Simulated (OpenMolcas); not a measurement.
# CuCl (cuprous chloride), run twice

Aim: the energy of CuCl (cuprous chloride) at SOS-MP2/pcseg-2 (RICD fitting, fermi aufbau 0).

Program for the calculation: OpenMolcas 26.06.

2 further runs of the same task are left out: 2 set aside as unsound or not needed.

**1. The molecule**

The species is CuCl (2 atoms), meant as a singlet with charge 0. SMILES: `[Cl][Cu]`. The coordinates come from a PBE0-D4/def2-TZVP relaxation.

Bond lengths: Cl1–Cu2 2.076 Å.

**2. The input as first written**

Contents of test.input:

```
&GATEWAY
 BASLIB=$CurrDir
 COORD
 2
 angstrom
 Cl       0.898300      -0.345200       0.446400
 Cu      -0.868800       0.285000      -0.442400
 BASIS=pcseg-2
 GROUP=NoSym
 RICD

&SEWARD

&SCF
 PRORBITALS=1 1

&MBPT2
 SOSMP2
 FROZEN=10
```

The basis set pcseg-2 is read from a file made from the Basis Set Exchange's data (not shown).

Run with:

```
export MOLCAS_MEM=1
pymolcas test.input > test.log
```

Log:

```text
--- Start Module: gateway ---

                                              &GATEWAY

                       available to each process: 1.0 MB of memory, 1 thread

---------------------------------------------------------------------------------------------
  Nr.	 Label		Type		Offset		Length	   Atime	  Address
---------------------------------------------------------------------------------------------
  1	FILETABL    	CHAR	-61751697609480	       26929           5	[0xaaaabcee4060]
---------------------------------------------------------------------------------------------
Maximal available memory for Molcas = 973071
 ?mma_allo_?D: error: out-of-memory
 label: dbsc
  available (kB):          973
  required  (kB):         1456

--- Stop Module: gateway /rc=-6 ---

.########################.
.# Non-zero return code #.
.########################.

    Timing: Wall=0.04 User=0.02 System=0.02
```

It took 0.26 s on 1 thread of Arm Neoverse V1, shared host.

**3. Diagnosis**

The run ended with an error.

The log says `?mma_allo_?D: error: out-of-memory`. What is wrong: too little memory is allowed.

**4. Second attempt**

Contents of test.input:

```
* ClCu SOS-MP2

&GATEWAY
 BasLib = $CurrDir
 Coord
 2
 angstrom
 Cl       0.898300      -0.345200       0.446400
 Cu      -0.868800       0.285000      -0.442400
 Basis = pcseg-2
 Group = NoSym
 RICD

&SEWARD

&SCF
 Fermi = 0
 PrOrbitals = 1 1

&MBPT2
 SOSMP2
 Frozen = 10
```

The basis set pcseg-2 is read from a file made from the Basis Set Exchange's data (not shown).

Run with:

```
export MOLCAS_MEM=1860
pymolcas test.input > test.log
```

Log:

```text
--- Start Module: gateway ---
[...]
--- Stop Module: gateway /rc=_RC_ALL_IS_WELL_ ---
[...]
      Basis functions           90
[...]
--- Start Module: scf ---
[...]
       Convergence after  13 Iterations
[...]
::    Total SCF energy                              -2098.5035496181
[...]
      Total spin, S                                     0.0000000000
[...]
      Total electronic charge=   46.000000
      Total            charge=   -0.000000
[...]
      Dipole Moment (debye):
      Origin of the operator (angstrom)=   -0.2376    0.0599   -0.1249
                   X= -5.6244E+00               Y=  2.0058E+00               Z= -2.8289E+00           Total=  6.6075E+00
      Quadrupole Moment (debye*angstrom):
[...]
--- Stop Module: scf /rc=_RC_ALL_IS_WELL_ ---
[...]
--- Start Module: mbpt2 ---
[...]
WARNING!
Default frozen orbitals as non valence orbitals is overwritten by user input.
Default values:  11
[...]
::    Total MBPT2 energy                            -2099.2927181776
[...]
--- Stop Module: mbpt2 /rc=_RC_ALL_IS_WELL_ ---
[...]
```

Wall time 6.9 s (1 thread of Arm Neoverse V1, shared host).

**5. Outcome**

Level: SOS-MP2/pcseg-2 (RICD fitting, fermi aufbau 0).

| quantity | value |
| --- | --- |
| total energy | -2099.29272 Eh |
| dipole moment (mean-field density) | 6.61 D |
| HOMO energy (Hartree–Fock orbitals) | -10.51 eV |
| LUMO energy (Hartree–Fock orbitals) | 0.32 eV |
| HOMO–LUMO gap (Hartree–Fock orbitals) | 10.83 eV |
| correlation energy (10 core orbitals frozen) | -789.2 mEh |
